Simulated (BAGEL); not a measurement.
# UHF/6-31G(d) (density fitting with qzvpp-jkfit, spherical functions) run of GeHF2 (SMILES [F][GeH][F])

What is the vertical electron affinity of GeHF2 at UHF/6-31G* (density fitting with qzvpp-jkfit, spherical functions)? 

The results are computed with BAGEL 1.2.2.

3 further runs of the same task are left out: 3 set aside as unsound or not needed.

## (1) The system as given

GeHF2 has 4 atoms, charge 0, and is taken as a doublet. As SMILES, `[F][GeH][F]`. Geometry: relaxed at PBE0-D4/def2-TZVP.

Bond lengths: F1–Ge2 1.732 Å, Ge2–F3 1.732 Å, Ge2–H4 1.564 Å. Angles: F1–Ge2–F3 103.8°, F1–Ge2–H4 106.9°, F3–Ge2–H4 107.0°.

## (2) A single-point energy at UHF/6-31G(d) (density fitting with qzvpp-jkfit, spherical functions)

job.json reads:

```json
{ "bagel" : [

{
  "title" : "molecule",
  "basis" : "6-31gs.json",
  "df_basis" : "qzvpp-jkfit",
  "angstrom" : true,
  "geometry" : [
    { "atom" : "F", "xyz" : [      -0.250300,      -0.050400,       1.551900 ] },
    { "atom" : "Ge", "xyz" : [       0.499400,      -0.086500,      -0.009500 ] },
    { "atom" : "F", "xyz" : [      -0.446800,      -1.234800,      -0.896800 ] },
    { "atom" : "H", "xyz" : [       0.253200,       1.311400,      -0.665800 ] }
  ]
},

{
  "title" : "uhf",
  "nopen" : 1
},

{
  "title" : "print",
  "file" : "orbitals.molden",
  "orbitals" : true
}

]}
```

The basis set 6-31G* is read from a file made from the Basis Set Exchange's data (not shown).

Run with:

```
$ BAGEL_NUM_THREADS=1 BAGEL job.json > job.out
```

Log:

```text
* using 1 threads per process

  ===============================================================
  ===============================================================

  *** Geometry ***

  { "atom" : "F", "xyz" : [     -0.472998,     -0.095242,      2.932666 ] },
  { "atom" : "Ge", "xyz" : [      0.943729,     -0.163461,     -0.017952 ] },
  { "atom" : "F", "xyz" : [     -0.844330,     -2.333434,     -1.694706 ] },
  { "atom" : "H", "xyz" : [      0.478479,      2.478187,     -1.258180 ] },

  Number of auxiliary basis functions:      438

  Since a DF basis is specified, we compute 2- and 3-index integrals:
    o Being stored without compression. Storage requirement is 0.013 GB

  Number of basis functions:       62
  Number of electrons      :       51

    * METHOD: MOLECULE                             0.18

  *** Open-shell HF ***

  === Nuclear Repulsion ===
   206.0820727809

      * DIIS with orbital gradients will be used.

  === UHF iteration (6-31gs.json) ===
      0      -2274.30986223          0.05356778           0.08
      1      -2274.44852832          0.03991325           0.08
      2      -2274.51439316          0.02627653           0.08
      3      -2274.56396475          0.00132973           0.08
      4      -2274.56457472          0.00071229           0.08
      5      -2274.56475355          0.00024665           0.08
      6      -2274.56480064          0.00008441           0.08
      7      -2274.56481264          0.00002917           0.08
      8      -2274.56481538          0.00001276           0.08
      9      -2274.56481601          0.00000412           0.08
     10      -2274.56481605          0.00000184           0.08
     11      -2274.56481605          0.00000088           0.08
     12      -2274.56481606          0.00000032           0.08
     13      -2274.56481606          0.00000015           0.08
     14      -2274.56481606          0.00000008           0.08
     15      -2274.56481606          0.00000005           0.08
     16      -2274.56481606          0.00000003           0.08
     17      -2274.56481606          0.00000002           0.08
     18      -2274.56481606          0.00000001           0.08
    * SCF iteration converged.

    * S^2 (UHF) is 0.7578

    * Permanent dipole moment:
           (   -0.938875,    -0.569430,     0.350877) a.u.

    * METHOD: UHF                                  1.72

    * METHOD: PRINT                                0.01

  ===============================================================
```

Wall time 2 s (1 thread of Arm Neoverse V1, shared host); peak memory 0.088 GiB.

## (3) The singlet anion

input.json reads:

```json
{ "bagel" : [

{
  "title" : "molecule",
  "basis" : "6-31gs.json",
  "df_basis" : "qzvpp-jkfit",
  "angstrom" : true,
  "geometry" : [
    { "atom" : "F", "xyz" : [      -0.250300,      -0.050400,       1.551900 ] },
    { "atom" : "Ge", "xyz" : [       0.499400,      -0.086500,      -0.009500 ] },
    { "atom" : "F", "xyz" : [      -0.446800,      -1.234800,      -0.896800 ] },
    { "atom" : "H", "xyz" : [       0.253200,       1.311400,      -0.665800 ] }
  ]
},

{
  "title" : "hf",
  "charge" : -1
},

{
  "title" : "print",
  "file" : "orbitals.molden",
  "orbitals" : true
}

]}
```

The basis set 6-31G* is read from a file made from the Basis Set Exchange's data (not shown).

Run with:

```
$ BAGEL_NUM_THREADS=1 BAGEL input.json > input.out
```

Log:

```text
* using 1 threads per process

  ===============================================================
  ===============================================================

  *** Geometry ***

  { "atom" : "F", "xyz" : [     -0.472998,     -0.095242,      2.932666 ] },
  { "atom" : "Ge", "xyz" : [      0.943729,     -0.163461,     -0.017952 ] },
  { "atom" : "F", "xyz" : [     -0.844330,     -2.333434,     -1.694706 ] },
  { "atom" : "H", "xyz" : [      0.478479,      2.478187,     -1.258180 ] },

  Number of auxiliary basis functions:      438

  Since a DF basis is specified, we compute 2- and 3-index integrals:
    o Being stored without compression. Storage requirement is 0.013 GB

  Number of basis functions:       62
  Number of electrons      :       51

    * METHOD: MOLECULE                             0.18

  *** RHF ***

  === Nuclear Repulsion ===
   206.0820727809

      * DIIS with orbital gradients will be used.

  === RHF iteration (6-31gs.json) ===
      0      -2274.34342770          0.02607295           0.04
      1      -2274.48708107          0.01831691           0.04
      2      -2274.58467516          0.00136244           0.04
      3      -2274.58657210          0.00058640           0.04
      4      -2274.58687253          0.00022274           0.04
      5      -2274.58695717          0.00006281           0.04
      6      -2274.58696385          0.00001409           0.04
      7      -2274.58696405          0.00000381           0.04
      8      -2274.58696407          0.00000149           0.04
      9      -2274.58696407          0.00000063           0.04
     10      -2274.58696407          0.00000017           0.04
     11      -2274.58696407          0.00000006           0.04
     12      -2274.58696407          0.00000002           0.04
     13      -2274.58696407          0.00000001           0.04
    * SCF iteration converged.

    * Permanent dipole moment:
           (    0.431957,    -0.332585,     0.126300) a.u.

    * METHOD: HF                                   0.72

    * METHOD: PRINT                                0.01

  ===============================================================
```

Run time: 1.1 s. Hardware: 1 thread of Arm Neoverse V1, shared host; peak memory 0.088 GiB.

## (4) Summary of results

Level: UHF/6-31G* (density fitting with qzvpp-jkfit, spherical functions).

```
                                                            quantity           value
                                         doublet GeHF2: total energy  -2274.56482 Eh
                                        doublet GeHF2: dipole moment          2.93 D
                                                 doublet GeHF2: ⟨S²⟩           0.758
                                         singlet anion: total energy  -2274.58696 Eh
                                          singlet anion: HOMO energy        -1.40 eV
                                          singlet anion: LUMO energy         9.14 eV
singlet anion: HOMO–LUMO gap (to an unbound level, set by the basis)        10.54 eV
                   vertical electron affinity (to the singlet anion)        0.603 eV
```

At fixed nuclei the extra electron is bound by 0.60 eV (58.1 kJ/mol). The basis has no diffuse functions, so the error can be as large as this value.
